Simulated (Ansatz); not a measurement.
Task: a comparison of functionals at one structure of TaN, space group P-62m, with Ansatz 0.2.0 through its Python package. Give the script and its output. Settings (first run): PBEsol, PAW, the default cutoff (420 eV here), 5×5×7 k-points, Fermi-Dirac smearing of 0.1 eV. The script varies functional: pbesol, blyp, lda.

Input file `tan.cif`:
```cif
data_TaN
_cell_length_a 5.196000
_cell_length_b 5.196000
_cell_length_c 2.911000
_cell_angle_alpha 90.00000
_cell_angle_beta 90.00000
_cell_angle_gamma 120.00000
_symmetry_space_group_name_H-M 'P 1'
_symmetry_Int_Tables_number 1
loop_
_symmetry_equiv_pos_as_xyz
'x, y, z'
loop_
_atom_site_label
_atom_site_type_symbol
_atom_site_fract_x
_atom_site_fract_y
_atom_site_fract_z
Ta1 Ta    0.333333    0.666667    0.500000
Ta2 Ta    0.666667    0.333333    0.500000
Ta3 Ta    0.000000    0.000000    0.000000
N4 N    0.392850    0.000000    0.000000
N5 N    0.607150    0.607150    0.000000
N6 N    0.000000    0.392850    0.000000
```

The script, `xc.py`:
```python
import ansatz
from ase.io import read
import pandas as pd


def main() -> None:
    atoms = read("tan.cif")
    structure = ansatz.Crystal.from_ase(atoms)

    base = (
        structure.calculation()
        .kpoints(5, 5, 7, center="gamma")
        .occupations(ansatz.OccupationsMethod.FERMI_DIRAC, width=0.1)
    )

    rows = []
    for value in ["pbesol", "blyp", "lda"]:
        summary = base.functional(value).run(threads=1).report
        rows.append((value, summary["free_energy_ev"] / len(summary["lattice"]["sites"]), summary["n_iterations"], summary["n_kpoints"]))

    table = pd.DataFrame(rows, columns=["functional", "F/atom (eV)", "iterations", "k-points"])
    print(table.round(5).to_string(index=False))


if __name__ == "__main__":
    main()
```

```console
$ python xc.py
DeckWarning: the atoms were moved onto the symmetric positions of the space group found under crystal.symmetry.tolerance 1.0e-5 (fractional; no operation is sought that the atoms, as they stand in a round, miss by more than twice it, and no atom is moved by [...]
DeckWarning: basis.ecutwfc = 420 eV, auto-derived from the records' recommended cutoffs: set by Ta (normal level)
functional  F/atom (eV)  iterations  k-points
    pbesol  -5093.83322           7        20
      blyp  -5171.88574           7        20
       lda  -5029.63159           7        20
```
(Warnings from the package without file and line, shortened.)

What to keep in mind:
- The run is spin-unpolarised.
- BLYP can be off by several per cent in the lattices of metals, and by several GPa in the pressure at a fixed cell.
- For a metal this k-point mesh is coarse: on a finer one energies can move by several to tens of meV an atom and pressures by half a GPa or more, differences at one mesh by less.
- Spin-orbit coupling, which matters for elements this heavy, is left out.
- The structure is a deposited one; some such entries were measured under pressure or heat, so a shift against it needn't be the functional's error alone.
- Total energies of different functionals can't be compared; pressures, moments and gaps at this one structure can.
- Wall time of the script: 7.4 s on 1 thread of Intel(R) Xeon(R) Processor @ 2.30GHz, with other jobs on the host, peak memory 0.59 GiB.
